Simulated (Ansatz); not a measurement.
Task: a test of scalar relativity of CuO (charge +1), with Ansatz 0.2.0, Python API. Give the script and its output. Level of theory (for the species named): PBE0, cc-pVTZ basis, multiplicity 3.

```xyz
2

Cu    0.0000    0.0000    0.0000
O     0.0000    0.0000    1.8350
```

The script, `x2c_cuo.py`:
```python
import ansatz as az
from ase import Atoms
import numpy as np

FUNCTIONAL = "pbe0"
NET_CHARGE = 1


def main() -> None:
    atoms = Atoms(["Cu", "O"], positions=[
        (0.0, 0.0, 0.0),
        (0.0, 0.0, 1.835),
    ])
    molecule = az.Crystal.molecule_from_ase(atoms)

    job = (
        molecule.calculation()
        .functional(FUNCTIONAL)
        .charge(NET_CHARGE)
        .spin("collinear", total=2)
        .accuracy("high")
        .forces()
    )
    sets = {"none": "cc-pVTZ", "scalar": "cc-pVTZ-DK"}
    found = {kind: job.basis(gaussian=basis).pseudopotentials(relativity=kind).run(threads=1).report for kind, basis in sets.items()}
    for kind, each in found.items():
        dipole = 4.803205 * np.linalg.norm(each["charge_distribution"]["dipole_moment_e_ang"])
        print(f"{kind:7s} E = {each['free_energy_ev']:.4f} eV  dipole {dipole:.3f} D  largest force component {np.abs(each['forces_ev_ang']).max():.4f} eV/A")
    print(f"relativity lowers the total energy by {found['none']['free_energy_ev'] - found['scalar']['free_energy_ev']:.3f} eV")


if __name__ == "__main__":
    main()
```

Running `python x2c_cuo.py` prints:
```text
none    E = -46669.2416 eV  dipole 2.120 D  largest force component 0.3795 eV/A
scalar  E = -47058.4477 eV  dipole 2.138 D  largest force component 0.8634 eV/A
relativity lowers the total energy by 389.206 eV
```

The settings weren't tested for convergence. The geometry is a force-field or estimated start, not a minimum of this method. The basis set changes with the Hamiltonian (a set recontracted for scalar relativity), and most of the change in the total lies in the cores. The species is open-shell (spin multiplicity 3). An ion's dipole depends on the origin; the program takes it about the centre of nuclear charge. The spin state was assumed, and another may lie lower. It ran for 66 s on 1 thread of Arm Neoverse N1, on a shared host, peak memory 0.41 GiB.
